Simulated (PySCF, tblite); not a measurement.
# C7H13NSi2: geometry, infrared bands and NMR shifts

Aim: predict the infrared bands and NMR shifts of C7H13NSi2 (`C#C[Si@@](N)(CC)[SiH2]C#CC`).

The runs use tblite 0.8.0 and PySCF 2.14.0, with density-fitted response routines of our own; the level of theory stands in each step. All values are computed, except where a source is named. Atoms are numbered from 0 throughout.

## Step 1: The starting structure

23 atoms, charge 0, multiplicity 1; geometry from: force field or distance geometry start.

Bonds of the start (Å): C0–C1 1.19, C1–Si2 1.89, Si2–N3 1.70, Si2–C4 1.89, C4–C5 1.52, Si2–Si6 2.36, Si6–C7 1.88, C7–C8 1.20, C8–C9 1.46, C0–H10 1.07, N3–H11 1.02, N3–H12 1.02, C4–H13 1.11, C4–H14 1.09, C5–H15 1.10, C5–H16 1.09, C5–H17 1.10, Si6–H18 1.49, Si6–H19 1.48, C9–H20 1.10, C9–H21 1.09, C9–H22 1.10.

## Step 2: Relaxing the molecule with GFN2-xTB

Job settings and geometry (Å):

```
{"job": {"kind": "relax", "xc": "GFN2-xTB", "basis": "xTB"}, "charge": 0, "multiplicity": 1}
C     -1.259200     2.735300    -0.194900
C     -1.100700     1.558400    -0.105700
Si    -0.821900    -0.302000     0.081000
N     -0.493800    -0.574300     1.729400
C     -2.364500    -1.266100    -0.427100
C     -3.643900    -0.946800     0.333900
Si     0.925300    -0.954200    -1.368900
C      2.508300    -0.103200    -0.812700
C      3.519700     0.432700    -0.466600
C      4.745500     1.096300    -0.040200
H     -1.422300     3.788200    -0.281900
H     -1.236300    -0.168400     2.302700
H      0.349100    -0.073300     2.002800
H     -2.544900    -1.083500    -1.502400
H     -2.155500    -2.326600    -0.329000
H     -3.923600     0.108000     0.241200
H     -4.466200    -1.551700    -0.037100
H     -3.527400    -1.164600     1.405000
H      1.084400    -2.433300    -1.299700
H      0.587600    -0.580600    -2.758700
H      4.927200     2.005700    -0.632900
H      4.692500     1.391300     1.009900
H      5.615500     0.439600    -0.155100
```

Started as:

```sh
OMP_NUM_THREADS=1 python probes_run.py task.json out
```

One launch serves the whole session: the jobs run in the order shown.

**Question.** This job is followed by: GFN2-xTB harmonic vibrations, gas phase; GIAO PBE0/pcSseg-1 NMR shielding, non-relativistic, gas phase. What will the session give for the following? strongest single infrared mode (GFN2-xTB); zero-point energy (GFN2-xTB); 13C shifts against TMS (PBE0/pcSseg-1); 1H shifts against TMS (PBE0/pcSseg-1, means over atoms taken as alike); 29Si shifts against TMS (PBE0/pcSseg-1); 15N shifts against NH3 (PBE0/pcSseg-1).

As calculated:

| quantity | value |
| --- | --- |
| strongest single infrared mode (GFN2-xTB) | 2164 cm⁻¹, 486 km/mol |
| zero-point energy (GFN2-xTB) | 108.3 kcal/mol |
| 13C shifts against TMS (PBE0/pcSseg-1) | 114.9, 101.6, 93.0, 78.0, 12.3, 9.4, 6.4 ppm |
| 1H shifts against TMS (PBE0/pcSseg-1, means over atoms taken as alike) | 4.24, 4.20, 2.10, 1.98, 1.27, 0.77, 0.71, 0.55 ppm |
| 29Si shifts against TMS (PBE0/pcSseg-1) | -33.8, -101.8 ppm |
| 15N shifts against NH3 (PBE0/pcSseg-1) | 16.8 ppm |

**Reading.** The optimisation took 133 steps and gained 0.270 eV; among the close pairs (by a distance rule), Si2–Si6 changed most, from 2.362 to 2.310 Å. All 63 modes are real, so the xTB geometry is a minimum. The strongest single mode, at 2164 cm⁻¹, moves mainly H18. GFN2-xTB is a fitted tight-binding method: band positions and strengths are rough. Its intensities can rank the bands wrongly.
